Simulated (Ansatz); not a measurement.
# Cl₂H₂S₂Sn: small, medium and large basis sets

The task here is to estimate one member of a computed series from the others.

The runs use Ansatz 0.2.0, Gaussian basis; one geometry, several basis sets.

Levels to be run: PBE0-D4/def2-SVP; ωB97M-V/def2-SVP; PBE0-D4/def2-QZVPP; ωB97M-V/def2-QZVPP; the functionals' def2-TZVPP values are taken from earlier runs.

## The geometry

The geometry comes from an earlier relaxation with PBE0-D4 in a triple-zeta def2 set; it is a stationary point, not always the lowest conformer. Sn takes the def2 core potential; no spin-orbit term is included.

SMILES `[SH][Sn]([SH])([Cl])[Cl]`, 7 atoms, charge 0, spin multiplicity 1.

Atoms are counted from 1 here; the program's logs count them from 0.

Bond lengths: S1–Sn2 2.371 Å, S1–H6 1.345 Å, Sn2–S3 2.371 Å, Sn2–Cl4 2.315 Å, Sn2–Cl5 2.315 Å, S3–H7 1.345 Å. Angles: Sn2–S1–H6 91.4°, S1–Sn2–S3 110.6°, S1–Sn2–Cl4 107.4°, S1–Sn2–Cl5 113.2°, S3–Sn2–Cl4 113.2°, S3–Sn2–Cl5 107.4°, Cl4–Sn2–Cl5 105.0°, Sn2–S3–H7 91.5°.

The first run:

in.yaml

```yaml
crystal:
  periodic: [false, false, false]
  atoms:
    - {symbol: S, position_ang: [-1.477688, 0.996272, 1.446443]}
    - {symbol: Sn, position_ang: [0.014504, 0.018436, -0.114561]}
    - {symbol: S, position_ang: [1.382166, -1.603981, 0.942211]}
    - {symbol: Cl, position_ang: [-1.261451, -0.847600, -1.841214]}
    - {symbol: Cl, position_ang: [1.420075, 1.557482, -1.122038]}
    - {symbol: H, position_ang: [-2.433323, 1.118105, 0.507662]}
    - {symbol: H, position_ang: [2.416917, -1.306715, 0.135797]}
basis:
  gaussian: {orbitals: def2-SVP}
hamiltonian: {xc: pbe0, dispersion: d4}
output: {orbitals: {seedname: orbitals}}
```

On the command line:

```bash
$ ansatz run in.yaml --threads 4 --pin off --events-out ev --progress --plain --max-ram 10444MiB
```

Steps of the session up to this table: PBE0-D4 in def2-SVP; ωB97M-V in def2-SVP; PBE0-D4 in def2-QZVPP; ωB97M-V in def2-QZVPP.

One table of the session follows, with a row left open; its other results are not shown here.

It belongs to the step «Density functionals: the series». 

| functional | basis | HOMO (eV) | LUMO (eV) |
| --- | --- | --- | --- |
| PBE0-D4 | def2-SVP | -8.14 | -2.42 |
| PBE0-D4 | def2-TZVPP | -8.26 | -2.57 |
| PBE0-D4 | def2-QZVPP | -8.28 | -2.61 |
| ωB97M-V | def2-SVP | ? | ? |
| ωB97M-V | def2-TZVPP | -10.45 | -0.57 |
| ωB97M-V | def2-QZVPP | -10.48 | -0.68 |

**Question.** Estimate the row for ωB97M-V, def2-SVP.

The run gave: HOMO (eV): -10.28; LUMO (eV): -0.31. In the column «HOMO (eV)» it lies between ωB97M-V, def2-TZVPP (-10.45) and PBE0-D4, def2-QZVPP (-8.28).
